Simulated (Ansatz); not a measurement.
# Titanium, omega (AlB2-type) under r²SCAN: structure, energy and stiffness

The plan for titanium in the omega (AlB2-type) structure: relax it, solve it on a dense k-mesh, then scale the cell to 7 volumes from 88 to 112 % of the relaxed one and try a fit of the equation of state. The start is ferromagnetic. The k-meshes are 8×8×11 for the relaxation; 11×11×15 for the dense run; 9×9×13 for the volumes.

Program: Ansatz 0.2.0. Level of theory: DFT r2SCAN, plane waves (500 eV) with PAW, scalar-relativistic; the PAW data stem from PBE, with regenerated cores. These are calculated values, not measurements.

## (1) The starting structure

The structure is hexagonal, space group P6/mmm (No. 191). Conventional cell: a = 4.638 Å, b = 4.638 Å, c = 2.843 Å, α = 90.00°, β = 90.00°, γ = 120.00°. Around Ti (site symmetry 6/mmm) lie 14 Ti at 2.84 to 3.03 Å. Ti (site symmetry -6m2) has 11 Ti at 2.68 to 3.03 Å as nearest neighbours.

As a file:

```
Ti
1.0
     4.63830    0.00000    0.00000
    -2.31915    4.01689    0.00000
     0.00000    0.00000    2.84328
Ti
3
Direct
  0.00000 0.00000 0.00000
  0.33333 0.66667 0.50000
  0.66667 0.33333 0.50000
```

The atoms start with moments of +1 ×3 μB.

## (2) Relaxing cell and atoms

input.yaml reads:

```yaml
crystal:
  lattice:
    - [4.6382998794, 0.0, 0.0]
    - [-2.3191499397, 4.0168855259, 0.0]
    - [0.0, 0.0, 2.8432778261]
  atoms:
    - { symbol: Ti, position: [0.0, 0.0, 0.0], spin: 1.0 }
    - { symbol: Ti, position: [0.3333333333, 0.6666666667, 0.5], spin: 1.0 }
    - { symbol: Ti, position: [0.6666666667, 0.3333333333, 0.5], spin: 1.0 }
hamiltonian:
  xc: r2scan
  pseudopotentials:
    kind: paw
    azcp:
      Ti: "pseudopotentials/Ti.paw.azcp"
basis:
  ecutwfc: 500
  fft_grid_basis: typed
kpoints:
  mp_grid: { grid: [8, 8, 11], shift: [0, 0, 0] }
magnetization:
  spin_polarized: true
scf:
  occupations: { method: fermi_dirac, width: 0.05 }
relax:
  max_steps: 60
  f_tol: 0.01
  cell: {}
```

Launch:

```sh
$ ansatz run input.yaml --threads 2 --pin off --max-ram 6144MiB --backend cpu --events-out ev --progress --plain --runs-dir out
```

Further steps of the session: Single point on a dense mesh; Volume × 0.88; Volume × 0.92; Volume × 0.96; Volume × 1.0; Volume × 1.04; Volume × 1.08; Volume × 1.12.

What does the calculation give? Wanted: space group; conventional cell; volume; shortest distance; gap on the mesh; magnetic state; relative to hcp.

**Answer**, as computed:

| quantity | value |
| --- | --- |
| space group (spins left aside) | P6/mmm (No. 191) |
| conventional cell | a = 4.605 Å, c = 2.801 Å (c/a = 0.608) |
| volume | 17.149 Å³/atom |
| shortest distance | 2.659 Å |
| gap on the mesh | none (levels filled in part) |
| magnetic state | ferrimagnetic, up to 0.46 μB per atom |
| relative to hcp | -18 meV/atom |

**Reading.** The relaxation shrank the cell by 2.9 % in volume. Against the reference form of titanium (hcp, computed apart with the same settings) it stands 18 meV/atom lower, so this level prefers it, against what is seen in nature. The final state is ferrimagnetic (largest moment 0.46 μB). That is not the order it started in. Levels at the Fermi energy are filled in part, as in a metal. The symmetry was held, so the structure may be unstable against distortions that break it.
